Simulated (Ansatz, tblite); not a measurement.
# (MoO3)3 (Mo₃O₉): a ladder of methods and basis sets

Aim: run the singlet of (MoO3)3 (Mo₃O₉) at one geometry on many levels, and compare frontier levels, spin and run time.

The runs use Ansatz 0.2.0, Gaussian basis; as each input shows.

Plan: GFN1-xTB, GFN2-xTB, PBE-D4/def2-TZVP, r2SCAN-D4/def2-TZVP, B97M-V/def2-TZVP, B3LYP-D4/def2-TZVP, r2SCAN0-D4/def2-TZVP, PBE-D4/def2-SVP, PBE0-D4/def2-SVP, CCSD(T)/def2-SVP, MP2/def2-TZVP, RPA/def2-TZVP.

1 further run of the same task is left out (set aside as unsound or not needed).

### Step 1. The geometry

The geometry is that of the singlet, from an earlier relaxation (PBE-D4/def2-SVP).

12 atoms, charge 0, spin multiplicity 1.

Bond lengths: O1–Mo2 1.692 Å, Mo2–O3 1.692 Å, Mo2–O4 1.900 Å, Mo2–O12 1.900 Å, O4–Mo5 1.900 Å, Mo5–O6 1.692 Å, Mo5–O7 1.692 Å, Mo5–O8 1.900 Å, O8–Mo9 1.900 Å, Mo9–O10 1.692 Å, Mo9–O11 1.692 Å, Mo9–O12 1.900 Å. Angles: O1–Mo2–O3 107.4°, O1–Mo2–O4 111.6°, O1–Mo2–O12 111.6°, O3–Mo2–O4 111.6°, O3–Mo2–O12 111.6°, O4–Mo2–O12 103.2°, Mo2–O4–Mo5 136.8°, O4–Mo5–O6 111.5°, O4–Mo5–O7 111.6°, O4–Mo5–O8 103.2°, O6–Mo5–O7 107.4°, O6–Mo5–O8 111.5°, O7–Mo5–O8 111.6°, Mo5–O8–Mo9 136.8°, O8–Mo9–O10 111.6°, O8–Mo9–O11 111.6°, O8–Mo9–O12 103.2°, O10–Mo9–O11 107.4° and more.

Coordinates:

```xyz
12

O     1.4452    2.9876    0.2616
Mo    0.0567    2.0367    0.0887
O    -1.2670    3.0868    0.0038
O    -0.1245    0.7980    1.5175
Mo   -0.1954   -1.0902    1.7124
O     1.0764   -1.6642    2.6690
O    -1.6391   -1.5881    2.4402
O    -0.0607   -1.7162   -0.0760
Mo    0.1344   -0.9464   -1.8015
O    -1.1499   -1.3665   -2.8194
O     1.5617   -1.4566   -2.5528
O     0.1621    0.9190   -1.4436
```

Mo takes a core potential in the def2 sets. No spin-orbit coupling is included.

PBE0-D4/def2-TZVP was run before; its log isn't repeated, and its numbers join the tables.

### Step 2. GFN1-xTB

Tight binding, by tblite at 300 K electronic temperature and without a spin-polarisation term:

```python
tblite.interface.Calculator('GFN1-xTB', numbers, positions, charge=0, uhf=0).singlepoint()
```

Energy -1332.1529 eV, HOMO -13.90 eV, LUMO -9.25 eV; 0.018 s.

### Step 3. GFN2-xTB

Tight binding, by tblite at 300 K electronic temperature and without a spin-polarisation term:

```python
tblite.interface.Calculator('GFN2-xTB', numbers, positions, charge=0, uhf=0).singlepoint()
```

Energy -1168.8707 eV, HOMO -13.97 eV, LUMO -10.59 eV; 0.017 s.

### Step 4. PBE-D4/def2-TZVP

start.molden holds the orbitals of an earlier run on this state, given as this run's starting guess.

Contents of in.yaml:

```yaml
crystal:
  periodic: [false, false, false]
  atoms:
    - {symbol: O, position_ang: [1.445184, 2.987595, 0.261593]}
    - {symbol: Mo, position_ang: [0.056696, 2.036674, 0.088702]}
    - {symbol: O, position_ang: [-1.266951, 3.086798, 0.003780]}
    - {symbol: O, position_ang: [-0.124466, 0.798049, 1.517492]}
    - {symbol: Mo, position_ang: [-0.195401, -1.090155, 1.712424]}
    - {symbol: O, position_ang: [1.076405, -1.664179, 2.669030]}
    - {symbol: O, position_ang: [-1.639106, -1.588112, 2.440224]}
    - {symbol: O, position_ang: [-0.060737, -1.716210, -0.075956]}
    - {symbol: Mo, position_ang: [0.134392, -0.946353, -1.801517]}
    - {symbol: O, position_ang: [-1.149892, -1.366501, -2.819390]}
    - {symbol: O, position_ang: [1.561723, -1.456616, -2.552768]}
    - {symbol: O, position_ang: [0.162143, 0.919010, -1.443614]}
basis:
  gaussian: {orbitals: def2-TZVP, initial_orbitals: start.molden}
hamiltonian: {xc: pbe, dispersion: d4}
scf: {omitted_lower_state_checks: [starts]}
output: {orbitals: {seedname: orbitals}}
```

Run with:

```bash
> ansatz run in.yaml --threads 2 --pin off --events-out ev --progress --plain --max-ram 32768MiB --backend cuda --devices 0, --max-vram 18GiB
```

After this run come: r2SCAN-D4/def2-TZVP; B97M-V/def2-TZVP; B3LYP-D4/def2-TZVP; r2SCAN0-D4/def2-TZVP; PBE-D4/def2-SVP; PBE0-D4/def2-SVP; CCSD(T)/def2-SVP; MP2/def2-TZVP; RPA/def2-TZVP.

Q: Predict the results of all the runs planned. Wanted: gap in def2-TZVP, named functionals, smallest and largest; correlation energy, CCSD(T)/def2-SVP; correlation energy, MP2/def2-TZVP; binding an atom, CCSD(T)/def2-SVP; PBE0 total energy, smallest basis above largest.

As calculated:

| quantity | value |
| --- | --- |
| gap in def2-TZVP, named functionals, smallest and largest | 3.45 eV (PBE-D4), 5.97 eV (r2SCAN0-D4) |
| correlation energy, CCSD(T)/def2-SVP | -82.11 eV |
| correlation energy, MP2/def2-TZVP | -103.99 eV |
| binding an atom, CCSD(T)/def2-SVP | 4.892 eV |
| PBE0 total energy, smallest basis above largest | 23.96 eV (def2-SVP, def2-TZVP) |

Orbital gaps of the named functionals in def2-TZVP span 3.45 eV (PBE-D4) to 5.97 eV (r2SCAN0-D4); exact exchange widens it. The functionals in def2-TZVP miss CCSD(T)/def2-SVP by -0.158 (r2SCAN0-D4) to +0.870 eV (PBE-D4) an atom. The yardstick is in a double-zeta basis, so levels in larger sets aren't compared like for like. CCSD(T)/def2-SVP isn't at the basis-set limit; small misses against it rank nothing.
